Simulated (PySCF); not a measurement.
**HBr (hydrogen bromide): B2PLYP/cc-pVTZ**

What is the vertical ionisation energy of HBr (hydrogen bromide) at B2PLYP/cc-pVTZ? The job is set up through a Python script.

The calculation is run with PySCF 2.14.0.

8 further runs of the same task are left out: 8 set aside as unsound or not needed.

## 1. Starting point

HBr: 2 atoms, total charge 0, spin state singlet. SMILES: `Br`. Geometry: relaxed at PBE0-D4/def2-TZVP.

Bond lengths: Br1–H2 1.420 Å.

## 2. The energy at B2PLYP/cc-pVTZ

Contents of input.py:

```python
# Br
from pyscf import gto, dft, mp

molecule = gto.Mole()
molecule.atom = '''
Br  -0.603220   0.217960  -0.305050
H    0.603220  -0.217960   0.305050
'''
molecule.max_memory = 1860
molecule.basis = 'cc-pvtz'
molecule.verbose = 3
molecule.build()

mf = dft.RKS(molecule)
mf.xc = '0.53*HF + 0.47*B88, 0.73*LYP'
mf.grids.level = 5
mf.conv_tol = 1e-10
mf.kernel()
if not mf.converged:
    mf = mf.newton().run(mf.mo_coeff, mf.mo_occ)

pt = mp.MP2(mf, frozen=9).run()
e_final = mf.e_tot + 0.27 * pt.e_corr
print('PT2 part  %.8f' % (0.27 * pt.e_corr))
print('E(%s) = %.9f' % ('B2PLYP', e_final))
```

Command:

```bash
OMP_NUM_THREADS=1 python input.py
```

Standard output:

```text
converged SCF energy = -2574.32870592248
E(RMP2) = -2574.61275614626  E_corr = -0.28405022378656
E(SCS-RMP2) = -2574.60099111206  E_corr = -0.272285189581578
PT2 part  -0.07669356
E(B2PLYP) = -2574.405399483
```

It took 2.9 s on 1 thread of Arm Neoverse V2, shared host; peak memory 0.27 GiB.

## 3. The doublet cation at the same level

Contents of start.xyz:

```xyz
2
BrH
Br    -0.603220     0.217960    -0.305050
H      0.603220    -0.217960     0.305050
```

Contents of run.py:

```python
from pyscf import gto, dft, mp

mol = gto.Mole()
mol.atom = 'start.xyz'
mol.max_memory = 1860
mol.verbose = 4
mol.basis = 'cc-pvtz'
mol.charge = 1
mol.spin = 1
mol.build()

mf = dft.UKS(mol, xc='0.53*HF + 0.47*B88, 0.73*LYP')
mf.grids.level = 5
mf.conv_tol = 1e-10
mf.kernel()
if not mf.converged:
    mf = mf.newton().run(mf.mo_coeff, mf.mo_occ)

pt = mp.MP2(mf, frozen=9).run()
energy = mf.e_tot + 0.27 * pt.e_corr
print('PT2 part  %.8f' % (0.27 * pt.e_corr))
print('E(%s) = %.9f' % ('B2PLYP', energy))
```

Command:

```bash
OMP_NUM_THREADS=1 python run.py
```

Standard output:

```text
PySCF version 2.14.0

[INPUT] num. atoms = 2
[INPUT] num. electrons = 35
[INPUT] charge = 1
[INPUT] spin (= nelec alpha-beta = 2S) = 1
[INPUT] symmetry False subgroup None
[INPUT] Mole.unit = angstrom
[INPUT] Symbol           X                Y                Z      unit          X                Y                Z       unit  Magmom
[INPUT]  1 Br    -0.603220000000   0.217960000000  -0.305050000000 AA   -1.139920592860   0.411884706110  -0.576460954299 Bohr   0.0
[INPUT]  2 H      0.603220000000  -0.217960000000   0.305050000000 AA    1.139920592860  -0.411884706110   0.576460954299 Bohr   0.0

nuclear repulsion = 13.0387500136477
number of shells = 16
number of NR pGTOs = 127
number of NR cGTOs = 57
basis = cc-pvtz
ecp = {}

******** <class 'pyscf.dft.uks.UKS'> ********
method = UKS
initial guess = minao
damping factor = 0
level_shift factor = 0
DIIS = <class 'pyscf.scf.diis.CDIIS'>
diis_start_cycle = 1
diis_space = 8
diis_damp = 0
SCF conv_tol = 1e-10
SCF conv_tol_grad = None
SCF max_cycles = 50
direct_scf = True
direct_scf_tol = 1e-13
number electrons alpha = 18  beta = 17
XC library pyscf.dft.libxc version 7.0.0
    S. Lehtola, C. Steigemann, M. J.T. Oliveira, and M. A.L. Marques.,  SoftwareX 7, 1–5 (2018)
XC functionals = 0.53*HF + 0.47*B88, 0.73*LYP
    A. D. Becke.,  Phys. Rev. A 38, 3098 (1988)
    C. Lee, W. Yang, and R. G. Parr.,  Phys. Rev. B 37, 785 (1988)
    B. Miehlich, A. Savin, H. Stoll, and H. Preuss.,  Chem. Phys. Lett. 157, 200 (1989)
radial grids:
    Treutler-Ahlrichs [JCP 102, 346 (1995); DOI:10.1063/1.469408] (M4) radial grids

becke partition: Becke, JCP 88, 2547 (1988); DOI:10.1063/1.454033
pruning grids: <function nwchem_prune>
grids dens level: 5
symmetrized grids: False
atomic radii adjust function: <function treutler_atomic_radii_adjust>
small_rho_cutoff = 0
Set gradient conv threshold to 1e-05
tot grids = 68280
init E= -2573.23090988872
[... the frontier-level lines of each cycle are left out ...]


cycle= 1 E= -2573.869189486  delta_E= -0.638  |g|= 0.268  |ddm|= 0.836
cycle= 2 E= -2573.9047083995  delta_E= -0.0355  |g|= 0.158  |ddm|= 0.339
cycle= 3 E= -2573.91039466174  delta_E= -0.00569  |g|= 0.0148  |ddm|= 0.0878
cycle= 4 E= -2573.91052873737  delta_E= -0.000134  |g|= 0.00403  |ddm|= 0.0164
cycle= 5 E= -2573.91054195937  delta_E= -1.32e-05  |g|= 0.00131  |ddm|= 0.0046
cycle= 6 E= -2573.91054331174  delta_E= -1.35e-06  |g|= 0.000427  |ddm|= 0.00134
cycle= 7 E= -2573.9105435374  delta_E= -2.26e-07  |g|= 0.000151  |ddm|= 0.000557
cycle= 8 E= -2573.91054359059  delta_E= -5.32e-08  |g|= 4.43e-05  |ddm|= 0.000341
cycle= 9 E= -2573.91054359577  delta_E= -5.18e-09  |g|= 8.82e-06  |ddm|= 0.000123
cycle= 10 E= -2573.91054359596  delta_E= -1.81e-10  |g|= 1.5e-06  |ddm|= 2.26e-05
cycle= 11 E= -2573.91054359595  delta_E= 1.82e-12  |g|= 2.78e-07  |ddm|= 2.92e-06
Extra cycle  E= -2573.91054359595  delta_E= 4.55e-13  |g|= 1.2e-07  |ddm|= 2.73e-07
converged SCF energy = -2573.91054359595  <S^2> = 0.75485052  2S+1 = 2.0048446

******** <class 'pyscf.mp.ump2.UMP2'> ********
nocc = (np.int64(9), np.int64(8)), nmo = (48, 48)
frozen orbitals 9
E(UMP2) = -2574.15024816916  E_corr = -0.239704573203712
E(SCS-UMP2) = -2574.14200942738  E_corr = -0.23146583142889
E_corr(same-spin) = -0.0648226804794972
E_corr(oppo-spin) = -0.174881892724215
PT2 part  -0.06472023
E(B2PLYP) = -2573.975263831
```

It took 5.4 s on 1 thread of Arm Neoverse V2, shared host; peak memory 0.28 GiB.

## 4. Summary of results

Level: B2PLYP/cc-pVTZ, 9 core orbitals frozen.

| quantity | value |
| --- | --- |
| singlet HBr: total energy | -2574.40540 Eh |
| singlet HBr: dipole moment (SCF part) | 0.97 D |
| singlet HBr: HOMO energy (SCF part's orbitals) | -9.87 eV |
| singlet HBr: LUMO energy (SCF part's orbitals) | 0.91 eV |
| singlet HBr: HOMO–LUMO gap (SCF part's orbitals) | 10.79 eV |
| doublet cation: total energy | -2573.97526 Eh |
| doublet cation: HOMO energy (SCF part's orbitals) (highest over α and β) | -18.79 eV |
| doublet cation: LUMO energy (SCF part's orbitals) (lowest over α and β) | -12.93 eV |
| doublet cation: ⟨S²⟩ | 0.755 |
| vertical ionisation energy (to the doublet cation) | 11.705 eV |

What this shows: The vertical ionisation energy comes to 11.70 eV (270 kcal/mol). The negative HOMO energy of the first species, 9.87 eV, lies 1.83 eV below that difference.
